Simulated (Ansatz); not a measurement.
# CH8GaNSi: geometry optimisation

The task: find the minimum of CH8GaNSi nearest to the start.

Computed with Ansatz 0.2.0. Level: RKS r2SCAN-D4/def2-SVP.

## 1. Where the work starts

SMILES `N[CH2][GaH][SiH3]`, 12 atoms, charge 0, spin multiplicity 1.

Atoms are counted from 1 here; the program's logs count them from 0.

Bond lengths: N1–C2 1.463 Å, N1–H5 1.027 Å, N1–H6 1.029 Å, C2–Ga3 1.997 Å, C2–H7 1.116 Å, C2–H8 1.122 Å, Ga3–Si4 2.426 Å, Ga3–H9 1.591 Å, Si4–H10 1.509 Å, Si4–H11 1.509 Å, Si4–H12 1.511 Å. Angles: C2–N1–H5 110.4°, C2–N1–H6 111.2°, H5–N1–H6 105.6°, N1–C2–Ga3 110.0°, N1–C2–H7 109.3°, N1–C2–H8 117.1°, Ga3–C2–H7 103.6°, Ga3–C2–H8 111.2°, H7–C2–H8 104.7°, C2–Ga3–Si4 114.2°, C2–Ga3–H9 121.0°, Si4–Ga3–H9 124.7°, Ga3–Si4–H10 114.7°, Ga3–Si4–H11 109.4°, Ga3–Si4–H12 110.8°, H10–Si4–H11 107.4°, H10–Si4–H12 107.1°, H11–Si4–H12 107.2°.

As a file:

```mol
CH8GaNSi
  3D, bonds by distance, orders not assigned

 12 11  0  0  0  0  0  0  0  0999 V2000
   -0.4553    1.5091   -0.7054 N   0  0
   -0.5944    1.2715    0.7319 C   0  0
    0.0831   -0.5496    1.1911 Ga  0  0
    0.9179   -1.8100   -0.7063 Si  0  0
   -1.1082    0.9147   -1.2308 H   0  0
   -0.7056    2.4776   -0.9485 H   0  0
    0.0924    1.9537    1.2870 H   0  0
   -1.6049    1.4539    1.1849 H   0  0
    0.1082   -1.0591    2.6977 H   0  0
    1.1515   -3.2757   -0.4351 H   0  0
    2.2309   -1.2199   -1.1602 H   0  0
   -0.0384   -1.7213   -1.8722 H   0  0
  1  2  8  0
  1  5  8  0
  1  6  8  0
  2  3  8  0
  2  7  8  0
  2  8  8  0
  3  4  8  0
  3  9  8  0
  4 10  8  0
  4 11  8  0
  4 12  8  0
M  END
```

## 2. Relaxation

input.yaml

```yaml
crystal:
  periodic: [false, false, false]
  atoms:
    - { symbol: "N", position_ang: [-0.455328, 1.509112, -0.705401] }
    - { symbol: C, position_ang: [-0.594446, 1.271503, 0.731866] }
    - { symbol: Ga, position_ang: [0.083089, -0.549603, 1.191136] }
    - { symbol: Si, position_ang: [0.917935, -1.809995, -0.706345] }
    - { symbol: H, position_ang: [-1.108237, 0.91467, -1.230761] }
    - { symbol: H, position_ang: [-0.705645, 2.477644, -0.948542] }
    - { symbol: H, position_ang: [0.092381, 1.953686, 1.286994] }
    - { symbol: H, position_ang: [-1.604859, 1.453943, 1.184905] }
    - { symbol: H, position_ang: [0.108203, -1.059126, 2.697696] }
    - { symbol: H, position_ang: [1.151453, -3.275706, -0.435122] }
    - { symbol: H, position_ang: [2.230897, -1.219874, -1.16023] }
    - { symbol: H, position_ang: [-0.038444, -1.721253, -1.872197] }
basis:
  gaussian: { orbitals: def2-SVP }
hamiltonian:
  xc: r2scan
  dispersion: d4
output:
  forces: true
relax:
  f_tol: 0.003
  max_steps: 120
```

Started as:

```bash
ansatz run input.yaml --threads 1 --pin off --max-ram 2560MiB --backend cpu --events-out ev --progress --plain --runs-dir out
```

What does the calculation give? Wanted: energy gained; root mean square move; dipole moment.

The runs gave:

| quantity | value |
| --- | --- |
| energy gained | 0.0136 eV |
| root mean square move | 0.022 Å |
| dipole moment | 2.02 D |

What this shows: Bond lengths: N1–C2 1.461 Å, N1–H5 1.020 Å, N1–H6 1.021 Å, C2–Ga3 1.980 Å, C2–H7 1.109 Å, C2–H8 1.115 Å, Ga3–Si4 2.410 Å, Ga3–H9 1.573 Å, Si4–H10 1.497 Å, Si4–H11 1.499 Å, Si4–H12 1.500 Å. Angles: C2–N1–H5 110.4°, C2–N1–H6 111.2°, H5–N1–H6 105.7°, N1–C2–Ga3 110.6°, N1–C2–H7 109.0°, N1–C2–H8 116.4°, Ga3–C2–H7 103.6°, Ga3–C2–H8 111.5°, H7–C2–H8 104.6°, C2–Ga3–Si4 115.0°, C2–Ga3–H9 120.1°, Si4–Ga3–H9 124.8°, Ga3–Si4–H10 114.6°, Ga3–Si4–H11 109.4°, Ga3–Si4–H12 110.7°, H10–Si4–H11 107.5°, H10–Si4–H12 107.2°, H11–Si4–H12 107.2°. No frequencies were computed here.
